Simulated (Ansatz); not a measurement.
# BrCl2HSi: the cost of one run

Program: Ansatz 0.2.0, Gaussian basis. Level of theory: PBE0-D4/def2-TZVP structures, single points in def2-TZVPP, no counterpoise correction. These are calculated values, not measurements.

Levels: SPW92, PBE-D4, BLYP-D4, r2SCAN-D4, B97M-V, PBE0-D4, B3LYP-D4, r2SCAN0-D4, BHLYP-D4, CAM-B3LYP-D4, wB97X-V, wB97M-V, B2PLYP, PBE-QIDH, RPA on PBE, Hartree-Fock, MP2, CCSD, CCSD(T).

Cores are frozen in the correlated methods. Filled d shells of the heavier atoms are correlated. B3LYP uses VWN-RPA correlation. B2PLYP carries no dispersion term here.

94 further runs of the same task are left out: 94 set aside as unsound or not needed. Runs told in other sessions of the task aren't counted.

### Step 1. The starting structure

The complex: 7 atoms, charge 0, spin multiplicity 1.

Atoms are counted from 1 here; the program's logs count them from 0.

Bond lengths: Si1–Cl3 2.025 Å, Si1–Cl4 2.025 Å, Si1–H5 1.470 Å, Si1–Br7 2.210 Å, Cl2–H6 1.284 Å. Angles: Cl3–Si1–Cl4 110.1°, Cl3–Si1–H5 109.9°, Cl3–Si1–Br7 109.2°, Cl4–Si1–H5 110.0°, Cl4–Si1–Br7 109.3°, H5–Si1–Br7 108.3°.

Geometry (Å):

```csv
atom,x (Å),y (Å),z (Å)
Si1,-1.01753,0.47626,-0.37333
Cl2,2.37797,-1.66903,1.10553
Cl3,-0.87629,-1.22743,-1.45917
Cl4,-1.40212,0.03487,1.56523
H5,-2.08487,1.32893,-0.91487
H6,2.11192,-0.52735,0.58143
Br7,0.89092,1.58385,-0.50472
```

Its parts: BrCl2HSi holds atoms 1, 3, 4, 5, 7; HCl holds atoms 2, 6. Each part counts its atoms afresh in its own runs.

### Step 2. Relaxing BrCl2HSi alone

Input file relax-a/in.yaml:

```yaml
crystal:
  periodic: [false, false, false]
  atoms:
    - {symbol: Si, position_ang: [-1.017530, 0.476262, -0.373328]}
    - {symbol: Cl, position_ang: [-0.876290, -1.227428, -1.459169]}
    - {symbol: Cl, position_ang: [-1.402124, 0.034871, 1.565231]}
    - {symbol: H, position_ang: [-2.084865, 1.328926, -0.914875]}
    - {symbol: Br, position_ang: [0.890921, 1.583849, -0.504722]}
basis:
  gaussian: {orbitals: def2-TZVP}
hamiltonian: {xc: pbe0, dispersion: d4}
relax: {f_tol: 0.005, max_steps: 200}
```

Run with:

```bash
> ansatz run in.yaml --threads 8 --pin off --events-out ev --progress --plain --max-ram 19148MiB
```

**Question.** How long does this run take on 8 threads of Arm Neoverse V2, shared host?

About 7 s.
